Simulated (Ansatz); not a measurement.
Runs of Ansatz 0.2.0 on HCN. It takes space group I4mm (No. 107, tetragonal). The conventional cell has a = 4.632 Å, b = 4.632 Å, c = 4.320 Å, α = 90.00°, β = 90.00°, γ = 90.00°. N (site symmetry 4mm) has 1 C at 1.16 Å as nearest neighbours. C (site symmetry 4mm) is surrounded by 1 H at 1.09 Å and 1 N at 1.16 Å. H (site symmetry 4mm) is surrounded by 1 C at 1.09 Å. The cell comes from a database or a generator and needn't be the stable form of this composition.

```tsv
share of exact exchange	gap on the mesh (eV)	pressure (GPa)	largest force (eV/Å)
0.25	8.34	-2.4	1.75
0.05	7.09	(b)	0.67
0.3	8.65	(a)	2.04
0.4	9.26	-3.8	2.60
0.5	9.88	-4.8	3.15
```

Alike in all rows: task single point; level HSE06 form with a typed share of exact exchange; potentials or basis Ansatz PAW; no spin polarisation; cell as given; k mesh 4 × 4 × 4; cutoff (eV) 420; smearing fermi-dirac 0.05 eV; the mesh is coarse, so values aren't converged.

Problem. Fill in the values left out.

Solution. (a) -2.9; (b) -0.5.

Caveats: all runs use coarse meshes; the PAW data sets come from PBE, with cores solved anew for the run's functional, which leaves a small shift of forces and pressure; the thresholds are loose for stress; forces of over 1 eV/Å show positions far from the minimum, so gaps and moduli don't describe the material at rest (some runs).

A k mesh can miss the band edges.
